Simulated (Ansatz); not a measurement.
Working through vertical spin-state energies of AlH₅OS₂Si, SMILES [SiH3][O][Al]([SH])[SH]

Computed with Ansatz's Python interface.

Notebook, run cell by cell (the value of a cell's last expression is shown):

In [1]:
```python
import ansatz as az

geometry_ang = [
    ("Si", (0.3778, -1.6324, -0.4712)),
    ("O", (-0.2535, -0.3612, -1.5362)),
    ("Al", (-0.4676, 1.1371, -0.497)),
    ("S", (-2.3054, 1.5196, 0.6146)),
    ("S", (1.3184, 2.5389, -0.2221)),
    ("H", (1.6308, -1.1867, 0.0861)),
    ("H", (0.534, -2.8271, -1.2457)),
    ("H", (-0.6041, -1.8235, 0.5869)),
    ("H", (-1.9427, 0.7752, 1.7693)),
    ("H", (1.7953, 1.809, 0.9181)),
]
alh5os2si = az.Crystal.molecule()
for symbol, xyz in geometry_ang:
    alh5os2si = alh5os2si.atom(symbol, xyz)
```

In [2]:
```python
base = (
    alh5os2si.calculation()
    .basis(gaussian="cc-pVDZ")  # the orbital basis, by name
    .functional("PBE0")
    .accuracy("high")
)
found = {}
for unpaired in [0, 2]:
    rep = base.spin("collinear", total=unpaired).run().report
    s = unpaired / 2
    found[unpaired] = rep["free_energy_ev"]
    print(f"2S+1 = {unpaired + 1}: E = {found[unpaired]:.5f} eV, <S^2> = {abs(rep['mean_field']['state']['spin_squared']):.3f} (pure state {s * (s + 1):.2f})")
lowest = min(found, key=found.get)
for unpaired, e in found.items():
    print(f"multiplicity {unpaired + 1}: {23.060548 * (e - found[lowest]):.1f} kcal/mol above the lowest")
```
```text
2S+1 = 1: E = -38261.11746 eV, <S^2> = 0.000 (pure state 0.00)
2S+1 = 3: E = -38257.17998 eV, <S^2> = 2.009 (pure state 2.00)
multiplicity 1: 0.0 kcal/mol above the lowest
multiplicity 3: 90.8 kcal/mol above the lowest
```

In order: multiplicity 1 (+0.00 eV) and multiplicity 3 (+3.94 eV), all at the one geometry.

Reading the output:
- These settings explore the input space; basis and method may be short of convergence.
- The geometry is a force-field or estimated start, not a minimum of this method, and the basis set is short of its limit. All parts are taken at fixed geometry, without zero-point energy.
- Hardware and time: 2 min on 1 thread of Arm Neoverse V1 (shared host), peak memory 0.81 GiB.
